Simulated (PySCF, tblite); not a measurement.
# C6H6Si: geometry, infrared bands and NMR shifts

What infrared bands and NMR shifts should C6H6Si (`C#CC1=CC=C[SiH2]1`) show?

The runs use tblite 0.8.0 and PySCF 2.14.0, with density-fitted response routines of our own; the level of theory stands in each step. All values are computed, except where a source is named. Atoms count from 0, in the outputs and in this text.

## (1) The starting structure

13 atoms, charge 0, multiplicity 1; geometry from: force field or distance geometry start.

Bonds of the start (Å): C0–C1 1.21, C1–C2 1.40, C2–C3 1.35, C3–C4 1.46, C4–C5 1.34, C5–Si6 1.89, Si6–C2 1.88, C0–H7 1.06, C3–H8 1.08, C4–H9 1.09, C5–H10 1.08, Si6–H11 1.48, Si6–H12 1.50.

## (2) Relaxing the molecule with GFN2-xTB

What the job is given:

```
{"job": {"kind": "relax", "xc": "GFN2-xTB", "basis": "xTB"}, "charge": 0, "multiplicity": 1}
C      3.170600     0.350300    -0.304600
C      1.969100     0.196500    -0.249200
C      0.587400    -0.006600    -0.169900
C     -0.180200    -0.645600    -1.084300
C     -1.601100    -0.709100    -0.752600
C     -1.958800    -0.101100     0.385700
Si    -0.450300     0.654400     1.247500
H      4.222300     0.498800    -0.360200
H      0.211900    -1.114900    -1.976600
H     -2.302600    -1.208100    -1.415700
H     -2.946700    -0.023800     0.806900
H     -0.542400     2.130100     1.298400
H     -0.183600    -0.020600     2.556900
```

Run with:

```bash
OMP_NUM_THREADS=1 python probes_run.py task.json out
```

The driver reads the jobs from task.json and runs them one after another.

**Question.** This job is followed by: GFN2-xTB harmonic vibrations, gas phase; GIAO PBE0/pcSseg-1 NMR shielding, non-relativistic, gas phase. What will the session give for the following? strongest single infrared mode (GFN2-xTB); zero-point energy (GFN2-xTB); ¹³C shifts against TMS (PBE0/pcSseg-1); ¹H shifts against TMS (PBE0/pcSseg-1, means over atoms taken as alike); ²⁹Si shifts against TMS (PBE0/pcSseg-1); surface potential, 1st and 99th percentile.

**Answer**, as computed:

| quantity | value |
| --- | --- |
| strongest single infrared mode (GFN2-xTB) | 2261 cm⁻¹, 474 km/mol |
| zero-point energy (GFN2-xTB) | 55.3 kcal/mol |
| ¹³C shifts against TMS (PBE0/pcSseg-1) | 162.7, 157.3, 134.3, 131.3, 98.1, 88.0 ppm |
| ¹H shifts against TMS (PBE0/pcSseg-1, means over atoms taken as alike) | 7.48, 7.36, 6.10, 4.65, 3.47 ppm |
| ²⁹Si shifts against TMS (PBE0/pcSseg-1) | -40.3 ppm |
| surface potential, 1st and 99th percentile | -0.88 V and 1.34 V |

**Reading.** The optimisation took 34 steps and gained 0.085 eV; among the close pairs (by a distance rule), Si6–H12 changed most, from 1.497 to 1.463 Å. No mode is imaginary among the 33: a minimum at this level. Unscaled tight-binding wavenumbers are off by several per cent, some by more. Its intensities can rank the bands wrongly. At PBE0/pcSseg-1: The largest span, 304 ppm, is at C1, where the paramagnetic term is -145 ppm. At PBE0/pcSseg-1, counted by nearest atom on the grid, the HOMO lies on C0, C2, C5 about 20 % each; C3 16 %, the LUMO on C2, C3, C5 about 18 % each; C0, C4 about 10 % each.
